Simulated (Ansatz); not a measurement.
**Cl2GeH4OSi: basis-set convergence**

How large a basis does Cl2GeH4OSi need? Two functionals are run in growing sets.

Method: one geometry, several basis sets; program: Ansatz 0.2.0, Gaussian basis.

Plan: PBE0-D4/def2-SVP; ωB97M-V/def2-SVP; PBE0-D4/def2-QZVPP; ωB97M-V/def2-QZVPP; the functionals' def2-TZVPP values are taken from earlier runs.

## (1) The geometry

The geometry comes from an earlier relaxation with PBE0-D4 in a triple-zeta def2 set; it is a stationary point, not always the lowest conformer.

SMILES `Cl[SiH](Cl)[O][GeH3]`, 9 atoms, charge 0, spin multiplicity 1.

Atoms are counted from 1 here; the program's logs count them from 0.

Bond lengths: Cl1–Si2 2.048 Å, Si2–Cl3 2.045 Å, Si2–O4 1.603 Å, Si2–H6 1.469 Å, O4–Ge5 1.792 Å, Ge5–H7 1.534 Å, Ge5–H8 1.532 Å, Ge5–H9 1.531 Å. Angles: Cl1–Si2–Cl3 107.4°, Cl1–Si2–O4 110.5°, Cl1–Si2–H6 109.0°, Cl3–Si2–O4 110.8°, Cl3–Si2–H6 108.9°, O4–Si2–H6 110.2°, Si2–O4–Ge5 135.2°, O4–Ge5–H7 108.2°, O4–Ge5–H8 106.7°, O4–Ge5–H9 104.8°, H7–Ge5–H8 112.1°, H7–Ge5–H9 112.4°, H8–Ge5–H9 112.2°.

## (2) PBE0-D4 in def2-SVP

The input, in.yaml:

```yaml
crystal:
  periodic: [false, false, false]
  atoms:
    - {symbol: Cl, position_ang: [-1.700524, -1.243558, 1.514341]}
    - {symbol: Si, position_ang: [-0.695095, 0.520455, 1.247571]}
    - {symbol: Cl, position_ang: [0.915385, 0.504341, 2.508017]}
    - {symbol: O, position_ang: [-0.223414, 0.672101, -0.277399]}
    - {symbol: Ge, position_ang: [0.678292, -0.353398, -1.438478]}
    - {symbol: H, position_ang: [-1.577668, 1.634306, 1.619394]}
    - {symbol: H, position_ang: [1.606392, -1.277161, -0.639976]}
    - {symbol: H, position_ang: [-0.368028, -1.138534, -2.236744]}
    - {symbol: H, position_ang: [1.453159, 0.635146, -2.313624]}
basis:
  gaussian: {orbitals: def2-SVP}
hamiltonian: {xc: pbe0, dispersion: d4}
output: {orbitals: {seedname: orbitals}}
```

Launch:

```console
ansatz run in.yaml --threads 4 --pin off --events-out ev --progress --plain --max-ram 10444MiB
```

Further steps of the session: ωB97M-V in def2-SVP; PBE0-D4 in def2-QZVPP; ωB97M-V in def2-QZVPP.

Q: Predict the results of all the runs planned. Wanted: PBE0-D4: double and triple zeta above quadruple; ωB97M-V: double and triple zeta above quadruple.

As calculated:

| quantity | value |
| --- | --- |
| PBE0-D4: double and triple zeta above quadruple | 23.75, 2.37 eV |
| ωB97M-V: double and triple zeta above quadruple | 23.59, 2.28 eV |

For PBE0-D4 the step from double to triple zeta gains 21.38 eV and the next only 2.37 eV. These are total energies; as a rule much of such shifts cancels in differences, which this series doesn't test. The LUMO of ωB97M-V is positive and keeps falling with the basis (1.91 to 1.13 eV): an unbound level that the basis holds in place.
